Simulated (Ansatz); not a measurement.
# CH4AlCl2N: basis-set convergence

How large a basis does CH4AlCl2N need? Two functionals are run in growing sets.

Computed with Ansatz 0.2.0, Gaussian basis. Level: one geometry, several basis sets.

The runs, in order: PBE0-D4/def2-SVP; ωB97M-V/def2-SVP; PBE0-D4/def2-QZVPP; ωB97M-V/def2-QZVPP; the functionals' def2-TZVPP values are taken from earlier runs.

### 1 The relaxed structure

The geometry comes from an earlier relaxation with PBE0-D4 in a triple-zeta def2 set; it is a stationary point, not always the lowest conformer.

SMILES `C[NH][Al]([Cl])[Cl]`, 9 atoms, charge 0, spin multiplicity 1.

Atoms are counted from 1 here; the program's logs count them from 0.

Bond lengths: C1–N2 1.449 Å, C1–H6 1.092 Å, C1–H7 1.095 Å, C1–H8 1.095 Å, N2–Al3 1.748 Å, N2–H9 1.009 Å, Al3–Cl4 2.084 Å, Al3–Cl5 2.083 Å. Angles: N2–C1–H6 109.9°, N2–C1–H7 112.0°, N2–C1–H8 112.0°, H6–C1–H7 107.4°, H6–C1–H8 107.4°, H7–C1–H8 108.0°, C1–N2–Al3 128.6°, C1–N2–H9 112.6°, Al3–N2–H9 118.8°, N2–Al3–Cl4 120.0°, N2–Al3–Cl5 119.8°, Cl4–Al3–Cl5 120.2°.

Coordinates:

```mol
CH4AlCl2N
  3D, bonds by distance, orders not assigned

  9  8  0  0  0  0  0  0  0  0999 V2000
   -0.5512   -0.6013    1.0539 C   0  0
    0.3160    0.3306    0.3611 N   0  0
    0.5322    0.5459   -1.3605 Al  0  0
   -0.5442   -0.6309   -2.7016 Cl  0  0
    1.8678    1.9806   -2.0657 Cl  0  0
   -1.0992   -1.2077    0.3303 H   0  0
   -1.2914   -0.0877    1.6771 H   0  0
    0.0129   -1.2876    1.6949 H   0  0
    0.8456    0.9117    0.9935 H   0  0
  1  2  8  0
  2  3  8  0
  3  4  8  0
  3  5  8  0
  1  6  8  0
  1  7  8  0
  1  8  8  0
  2  9  8  0
M  END
```

### 2 PBE0-D4 in def2-SVP

in.yaml

```yaml
crystal:
  periodic: [false, false, false]
  atoms:
    - {symbol: C, position_ang: [-0.551199, -0.601323, 1.053946]}
    - {symbol: N, position_ang: [0.315977, 0.330627, 0.361106]}
    - {symbol: Al, position_ang: [0.532208, 0.545909, -1.360516]}
    - {symbol: Cl, position_ang: [-0.544187, -0.630925, -2.701582]}
    - {symbol: Cl, position_ang: [1.867763, 1.980649, -2.065746]}
    - {symbol: H, position_ang: [-1.099168, -1.207674, 0.330256]}
    - {symbol: H, position_ang: [-1.291390, -0.087738, 1.677117]}
    - {symbol: H, position_ang: [0.012852, -1.287637, 1.694859]}
    - {symbol: H, position_ang: [0.845645, 0.911714, 0.993459]}
basis:
  gaussian: {orbitals: def2-SVP}
hamiltonian: {xc: pbe0, dispersion: d4}
output: {orbitals: {seedname: orbitals}}
```

Launch:

```bash
ansatz run in.yaml --threads 4 --pin off --events-out ev --progress --plain --max-ram 10444MiB
```

Further steps of the session: ωB97M-V in def2-SVP; PBE0-D4 in def2-QZVPP; ωB97M-V in def2-QZVPP.

**Question.** What will the summary of the whole plan be? Wanted: PBE0-D4: double and triple zeta above quadruple; ωB97M-V: double and triple zeta above quadruple.

As calculated:

| quantity | value |
| --- | --- |
| PBE0-D4: double and triple zeta above quadruple | 15.04, 1.10 eV |
| ωB97M-V: double and triple zeta above quadruple | 15.01, 1.05 eV |

In words: PBE0-D4 gains 13.94 eV from double to triple zeta, then 1.10 eV more. Total energies overstate the basis error of differences, where much of it tends to cancel. The LUMO of ωB97M-V is positive and keeps falling with the basis (1.38 to 0.73 eV): an unbound level that the basis holds in place.
